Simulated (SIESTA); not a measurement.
## Ti5Si under changes of volume

One of the cells (16.319 Å³/atom); the others are scaled copies at fixed shape and fractional positions:

```
CELL_PARAMETERS angstrom
2.52284 1.45656 4.44090
-2.52284 1.45656 4.44090
0.00000 -2.91312 4.44090
ATOMIC_POSITIONS crystal
Ti 0.39465 0.00000 0.60535
Ti 0.84856 0.84856 0.84856
Ti 0.00000 0.60535 0.39465
Ti 0.60535 0.39465 0.00000
Ti 0.15144 0.15144 0.15144
Si 0.50000 0.50000 0.50000
```

The cell comes from a database or a generator and needn't be the stable form of this composition.

```yaml
Program: SIESTA 5.4.2
Functional: LDA
Potentials_or_basis: PseudoDojo 0.4 standard (LDA files)
Basis: DZP (energy shift 0.003 Ry; two zetas on semicore shells)
Grid_cutoff: 800 Ry
Energy_shift: 0.003 Ry
k_mesh: 5 × 5 × 5
Occupations: fermi-dirac, width 0.05 eV
Spin: no spin polarisation
```

| volume (Å³/atom) | energy over the lowest point (meV/atom) | pressure (GPa) | largest force (eV/Å) |
| --- | --- | --- | --- |
| 15.340 | 0.00 | 0.0 | 0.084 |
| 15.666 | ? | ? | ? |
| 15.992 | 11.64 | -5.5 | 0.040 |
| 16.319 | 25.28 | -7.8 | 0.072 |
| 16.645 | 43.48 | -10.0 | 0.101 |
| 16.972 | 65.78 | -11.9 | 0.126 |
| 17.298 | 91.80 | -13.6 | 0.151 |

Q: What does the run at 15.666 Å³/atom give?

A: Energy over the lowest point 3.04 meV/atom; pressure -2.9 GPa; largest force 0.043 eV/Å.

Worked out: A Birch-Murnaghan fit of order 3 (a polynomial in V^(-2/3)) to the other rows has its minimum at 15.34 Å³/atom, just outside them, with B0 = V·E''(V) = 142 GPa and B' = 3.7 at fixed shape and positions, which overstates the stiffness. It gives 3.05 meV/atom at 15.666 Å³/atom, against the run's 3.04, and -dE/dV = -2.9 GPa, against -2.9.

Energies are extrapolated to zero smearing.

Caveats: the basis of atomic orbitals isn't converged, which shifts pressures, moduli and gaps.
